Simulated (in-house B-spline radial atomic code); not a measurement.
# Ta²¹⁺: Hartree-Fock with and without relativity

How do the shells of Ta²¹⁺ move when the Schrödinger Hamiltonian gives way to Dirac's?

Method: Hartree-Fock averaged over the configuration, non-relativistic (point nucleus) and Dirac-Coulomb (finite nucleus); spherical all-electron atom at the radial basis limit. Code: in-house B-spline radial atomic code version 1.

## 1. What is computed

```
element       : tantalum (Z = 73)
charge        : +21
electrons     : 52
configuration : [Kr] 4d10 4f6
nucleus       : point (non-relativistic run); Fermi, rms radius 5.351 fm (Dirac runs)
```

Outer shells as boxes (Hund's rule):

[Kr] 4d10 4f6
```
[Kr] core
4d [↑↓][↑↓][↑↓][↑↓][↑↓]
4f [↑ ][↑ ][↑ ][↑ ][↑ ][↑ ][  ]
```

The boxes draw the filling by Hund's rule, which heavy ions in jj coupling don't follow; these runs average over all states of the configuration.

## 2. Non-relativistic run

Settings of the run:

```ini
Z = 73
electrons = 52.0
configuration = [Kr] 4d10 4f6
hamiltonian = nr
method = hf
spin_polarised = False
```

## 3. Dirac-Coulomb run

Settings of the run:

```ini
Z = 73
electrons = 52.0
configuration = [Kr] 4d10 4f6
hamiltonian = dirac
method = hf
spin_polarised = False
nucleus = fermi
rms_radius = 5.3507
mass_number = 181
atomic_mass = 180.947998528
speed_of_light = 137.035999084
```

## 4. Dirac-Coulomb run in the lowest jj configuration, 1s2 2s2 2p6 3s2 3p6 3d10 4s2 4p6 4d10 4f-6

In configurations, a minus sign after the shell means j = l − 1/2 and a plus sign j = l + 1/2; the count of electrons follows.

Settings: those of step 3 with these lines changed.

```diff
@@ -2,3 +2,3 @@
 electrons = 52.0
-configuration = [Kr] 4d10 4f6
+configuration = 1s2 2s2 2p6 3s2 3p6 3d10 4s2 4p6 4d10 4f-6
 hamiltonian = dirac
```

Q: How much does each shell's level and mean radius change with the Dirac Hamiltonian, and the total energy?

As calculated:

Levels and radii; the Dirac values are averaged over j with the occupations as weights.

| shell | ε non-rel. (eV) | ε Dirac (eV) | <r> non-rel. (bohr) | <r> Dirac (bohr) | change of <r> (%) |
| --- | --- | --- | --- | --- | --- |
| 1s | -63088.1 | -68429.6 | 0.02075 | 0.01866 | -10.07 |
| 2s | -10966.1 | -12380.3 | 0.08769 | 0.07830 | -10.71 |
| 2p | -10513.0 | -10983.8 | 0.07429 | 0.07016 | -5.56 |
| 3s | -3002.60 | -3352.87 | 0.2222 | 0.2036 | -8.35 |
| 3p | -2792.85 | -2924.44 | 0.2125 | 0.2033 | -4.29 |
| 3d | -2407.32 | -2392.13 | 0.1867 | 0.1852 | -0.81 |
| 4s | -1056.63 | -1151.79 | 0.4796 | 0.4466 | -6.90 |
| 4p | -965.88 | -1002.01 | 0.4834 | 0.4670 | -3.38 |
| 4d | -800.39 | -798.98 | 0.4879 | 0.4861 | -0.36 |
| 4f | -595.85 | -587.30 | 0.4839 | 0.4899 | +1.25 |

What this shows: The total energy moves by -816.32 hartree, or -5.6 %, between the two Hamiltonians (nuclear size included). First-order perturbation theory (mass-velocity plus Darwin) gives -694.67 hartree, which is 85 % of the full shift. The strongest contraction, averaged over j, is that of 2s (-10.71 %), while 4f expands by 1.25 %, being screened better by the contracted inner s and p shells. Spin-orbit coupling splits the 4f level by 2.891 eV and the 2p level by 1272.46 eV. The lowest jj configuration lies 17.539 eV below the average over the whole configuration. Breit terms add 16.0 hartree and QED terms 10.9 hartree.
